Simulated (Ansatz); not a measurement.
# H4O3Si: the cost of one run

Program: Ansatz 0.2.0, Gaussian basis. Level of theory: PBE0-D4/def2-SVP. These are calculated values, not measurements.

22 further runs of the same task are left out: 22 set aside as unsound or not needed.

### Step 1. Where the work starts

The first end: 8 atoms, charge 0, spin multiplicity 1.

Atoms are counted from 1 here; the program's logs count them from 0.

Bond lengths: Si1–O2 1.693 Å, Si1–O4 1.669 Å, O2–H6 0.960 Å, H3–O5 0.966 Å, O4–H7 0.963 Å, O5–H8 0.965 Å. Angles: O2–Si1–O4 97.6°, Si1–O2–H6 114.3°, Si1–O4–H7 115.2°, H3–O5–H8 106.0°.

Coordinates:

```xyz
8
charge 0, multiplicity 1
Si   -0.5159   -0.6186    0.8969
O     0.3394   -1.3487   -0.3692
H    -0.3999    0.6828   -1.3316
O     0.7044    0.3809    1.4408
O    -1.0186    1.0088   -0.6651
H    -0.0647   -2.1504   -0.7079
H     1.5551    0.2637    1.0043
H    -0.5997    1.7816   -0.2681
```

The second end:

```xyz
8

Si   -0.75919   -0.05155    0.96901
O     0.23178   -1.11489   -0.96811
H    -0.40391   -0.80566   -1.62273
O     0.73904    0.19811    1.63417
O    -1.00530    1.22412   -0.08299
H     0.11233   -2.06780   -0.90449
H     1.40403    0.73465    1.19471
H    -0.31877    1.88301   -0.21956
```

### Step 2. The band at PBE0-D4/def2-SVP

neb/in.yaml

```yaml
crystal:
  periodic: [false, false, false]
  atoms:
    - {symbol: Si, position_ang: [-0.515910, -0.618612, 0.896867]}
    - {symbol: O, position_ang: [0.339376, -1.348678, -0.369226]}
    - {symbol: H, position_ang: [-0.399948, 0.682833, -1.331619]}
    - {symbol: O, position_ang: [0.704425, 0.380851, 1.440788]}
    - {symbol: O, position_ang: [-1.018570, 1.008750, -0.665051]}
    - {symbol: H, position_ang: [-0.064748, -2.150439, -0.707950]}
    - {symbol: H, position_ang: [1.555100, 0.263694, 1.004300]}
    - {symbol: H, position_ang: [-0.599725, 1.781602, -0.268110]}
basis:
  gaussian: {orbitals: def2-SVP}
hamiltonian: {xc: pbe0, dispersion: d4}
neb:
  images: 5
  climbing: true
  max_iterations: 40
  initial_path: idpp
  final_atoms:
    - {symbol: Si, position_ang: [-0.759192, -0.051546, 0.969012]}
    - {symbol: O, position_ang: [0.231777, -1.114888, -0.968112]}
    - {symbol: H, position_ang: [-0.403914, -0.805659, -1.622727]}
    - {symbol: O, position_ang: [0.739037, 0.198109, 1.634165]}
    - {symbol: O, position_ang: [-1.005299, 1.224120, -0.082995]}
    - {symbol: H, position_ang: [0.112330, -2.067798, -0.904490]}
    - {symbol: H, position_ang: [1.404027, 0.734651, 1.194708]}
    - {symbol: H, position_ang: [-0.318765, 1.883012, -0.219563]}
```

Run with:

```
$ ansatz run in.yaml --threads 2 --pin off --events-out ev --progress --plain --max-ram 4352MiB
```

**Question.** How long does this run take on 2 threads of Arm Neoverse V1, shared host?

About 2.2 min.
